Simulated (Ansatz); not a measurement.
# BBrClF (SMILES FB(Cl)Br) at CCSD/aug-cc-pVDZ

What is the electronic atomisation energy of BBrClF at CCSD/aug-cc-pVDZ? 

The results are computed with Ansatz 0.2.0.

32 further runs of the same task are left out: 32 set aside as unsound or not needed.

## Step 1: Starting point

The species is BBrClF (4 atoms), meant as a singlet with charge 0. SMILES: `FB(Cl)Br`. Geometry: relaxed at PBE0-D4/def2-TZVP.

Bond lengths: F1–B2 1.309 Å, B2–Cl3 1.737 Å, B2–Br4 1.903 Å. Angles: F1–B2–Cl3 119.4°, F1–B2–Br4 119.0°, Cl3–B2–Br4 121.6°.

## Step 2: A single-point energy at CCSD/aug-cc-pVDZ

molecule.yaml

```yaml
basis:
  gaussian:
    orbitals: aug-cc-pVDZ
crystal:
  periodic: [false, false, false]
  atoms:
    - symbol: F
      position_ang: [-0.037800, -1.335000, -0.542400]
    - symbol: B
      position_ang: [0.000500, -0.136300, -0.018100]
    - symbol: Cl
      position_ang: [-0.369900, 0.071000, 1.666000]
    - symbol: Br
      position_ang: [0.462600, 1.340100, -1.125800]
correlation:
  method: ccsd
  frozen_orbitals: {B: 1, Br: 9, Cl: 5, F: 1}
accuracy: high
scf:
  omitted_lower_state_checks: [cluster_reference, increment]
```

Run with:

```console
$ ansatz run molecule.yaml --threads 1 --pin off --max-ram 2610MiB --events-out events.jsonl --progress --plain --runs-dir runs
```

Log, shortened:

```text
Warning: RAYON_NUM_THREADS=1 ignored (pool sized by the plan → 1); use --threads N
Functional definition: HF
  name "HF"
[...]
2109 factors; integrals over basis functions are off by at most 4.3e-9 eV
[...]
mean field -85883.70200754 eV, -3156.1678347131 hartree, gradient 3.0e-8 eV, S^2 0.000000; 0 other end points of the search recorded, 0 dependent functions left out
16 core orbitals not correlated: weight in the atoms' cores, before any rotation towards them, 1.000 or more for the frozen orbitals, at most 0.000 for the correlated occupied ones
reference -85883.70200754 eV, -3156.1678347131 hartree; 17, 17 occupied and 76, 76 virtual orbitals, 2109 factors
second order -15.43997756 eV of doubles, -0.00000000 eV of singles
cycle   1  -15.65628560 eV  change   -2.2e-1 eV  update   9.2e-2
[...]
cycle  20  -16.03491353 eV  change  -4.8e-10 eV  update   2.1e-9
Total energy: -85899.73692107 eV, -3156.7571069163 hartree
Checks for a lower state left out: cluster_reference, increment
```

Wall time 43 s (1 thread of Arm Neoverse V2, shared host); peak memory 0.78 GiB.

## Step 3: The B atom at the same level

run.yaml

```yaml
crystal:
  periodic: [false, false, false]
  atoms:
    - {symbol: B, position_ang: [0.000000, 0.000000, 0.000000]}
basis:
  gaussian:
    orbitals: aug-cc-pVDZ
accuracy: high
scf:
  omitted_lower_state_checks: [cluster_reference, increment]
correlation:
  method: ccsd
  frozen_orbitals: {B: 1}
magnetization:
  spin_polarized: true
  initial_magnetization: 1
```

Run with:

```console
$ ansatz run run.yaml --threads 1 --pin off --max-ram 2610MiB --events-out events.jsonl --progress --plain --runs-dir runs
```

Log, shortened:

```text
Warning: RAYON_NUM_THREADS=1 ignored (pool sized by the plan → 1); use --threads N
[... 2 set-up lines as earlier in the session ...]
[...]
189 factors; integrals over basis functions are off by at most 2.3e-9 eV
[...]
mean field -667.51091781 eV, -24.5305737743 hartree, gradient 8.1e-8 eV, S^2 0.760586; 11 other end points of the search recorded, 0 dependent functions left out
1 core orbitals not correlated: weight in the atoms' cores, before any rotation towards them, 1.000 or more for the frozen orbitals, at most 0.000 for the correlated occupied ones
reference -667.51091781 eV, -24.5305737743 hartree; 2, 1 occupied and 20, 21 virtual orbitals, 189 factors
second order -1.00872129 eV of doubles, -0.00000000 eV of singles
cycle   1  -1.35868659 eV  change   -3.5e-1 eV  update   6.4e-2
[...]
cycle  20  -1.62233218 eV  change   3.0e-10 eV  update  1.0e-10
Total energy: -669.13324998 eV, -24.5901933821 hartree
Checks for a lower state left out: cluster_reference, increment
```

Wall time 0.24 s (1 thread of Arm Neoverse V2, shared host).

## Step 4: The Br atom, same level

input.yaml

```yaml
crystal:
  periodic: [false, false, false]
  atoms:
    - {symbol: Br, position_ang: [0.000000, 0.000000, 0.000000]}
basis:
  gaussian:
    orbitals: aug-cc-pVDZ
magnetization:
  spin_polarized: true
  initial_magnetization: 1
correlation:
  method: ccsd
  frozen_orbitals: {Br: 9}
accuracy: high
scf:
  omitted_lower_state_checks: [cluster_reference, increment]
```

Run with:

```console
$ ansatz run input.yaml --threads 1 --pin off --max-ram 2610MiB --events-out events.jsonl --progress --plain --runs-dir runs
```

Log, shortened:

```text
Warning: RAYON_NUM_THREADS=1 ignored (pool sized by the plan → 1); use --threads N
[... 2 set-up lines as earlier in the session ...]
[...]
351 factors; integrals over basis functions are off by at most 4.5e-9 eV
[...]
mean field -69997.77486001 eV, -2572.3707799096 hartree, gradient 1.1e-8 eV, S^2 0.756425; 4 other end points of the search recorded, 0 dependent functions left out
9 core orbitals not correlated: weight in the atoms' cores, before any rotation towards them, 1.000 or more for the frozen orbitals, at most 0.000 for the correlated occupied ones
reference -69997.77486001 eV, -2572.3707799096 hartree; 9, 8 occupied and 18, 19 virtual orbitals, 351 factors
second order -3.08959652 eV of doubles, -0.00000000 eV of singles
cycle   1  -3.37469125 eV  change   -2.9e-1 eV  update   3.5e-2
[...]
cycle  16  -3.46113400 eV  change    1.2e-9 eV  update   1.0e-9
Total energy: -70001.23599402 eV, -2572.4979742382 hartree
Checks for a lower state left out: cluster_reference, increment
```

It took 1 s on 1 thread of Arm Neoverse V2, shared host.

## Step 5: The Cl atom at the same level

input.yaml

```yaml
crystal:
  periodic: [false, false, false]
  atoms:
    - {symbol: Cl, position_ang: [0.000000, 0.000000, 0.000000]}
basis:
  gaussian: {orbitals: aug-cc-pVDZ}
magnetization: {spin_polarized: true, initial_magnetization: 1}
correlation: {method: ccsd, frozen_orbitals: {Cl: 5}}
accuracy: high
scf: {omitted_lower_state_checks: [cluster_reference, increment]}
```

Run the same way, it converges to -459.60993 Eh (log not shown).

## Step 6: The F atom

input.yaml

```yaml
crystal:
  periodic: [false, false, false]
  atoms:
    - symbol: F
      position_ang: [0.000000, 0.000000, 0.000000]
basis:
  gaussian:
    orbitals: aug-cc-pVDZ
magnetization:
  spin_polarized: true
  initial_magnetization: 1
correlation:
  method: ccsd
  frozen_orbitals: {F: 1}
accuracy: high
scf:
  omitted_lower_state_checks: [cluster_reference, increment]
```

Run the same way, it converges to -99.54775 Eh (log not shown).

## Step 7: Outcome

At CCSD/aug-cc-pVDZ, 16 core orbitals frozen:

| quantity | value |
| --- | --- |
| molecule: total energy | -3156.75711 Eh |
| molecule: correlation energy (16 core orbitals frozen) | -589.3 mEh |
| molecule: T1 diagnostic | 0.011 |
| B atom: total energy | -24.59019 Eh |
| B atom: correlation energy (1 core orbital frozen) | -59.6 mEh |
| B atom: ⟨S²⟩ of the reference determinant | 0.761 |
| B atom: T1 diagnostic | 0.014 |
| Br atom: total energy | -2572.49797 Eh |
| Br atom: correlation energy (9 core orbitals frozen) | -127.2 mEh |
| Br atom: ⟨S²⟩ of the reference determinant | 0.756 |
| Br atom: T1 diagnostic | 0.004 |
| Cl atom: total energy | -459.60993 Eh |
| Cl atom: correlation energy (5 core orbitals frozen) | -137.1 mEh |
| Cl atom: ⟨S²⟩ of the reference determinant | 0.757 |
| Cl atom: T1 diagnostic | 0.007 |
| F atom: total energy | -99.54775 Eh |
| F atom: correlation energy (1 core orbital frozen) | -166.7 mEh |
| F atom: ⟨S²⟩ of the reference determinant | 0.754 |
| F atom: T1 diagnostic | 0.010 |
| electronic atomisation energy | 13.912 eV |

In words: Taking the molecule apart into free atoms costs 13.91 eV (321 kcal/mol), before zero-point energy and without spin-orbit coupling.
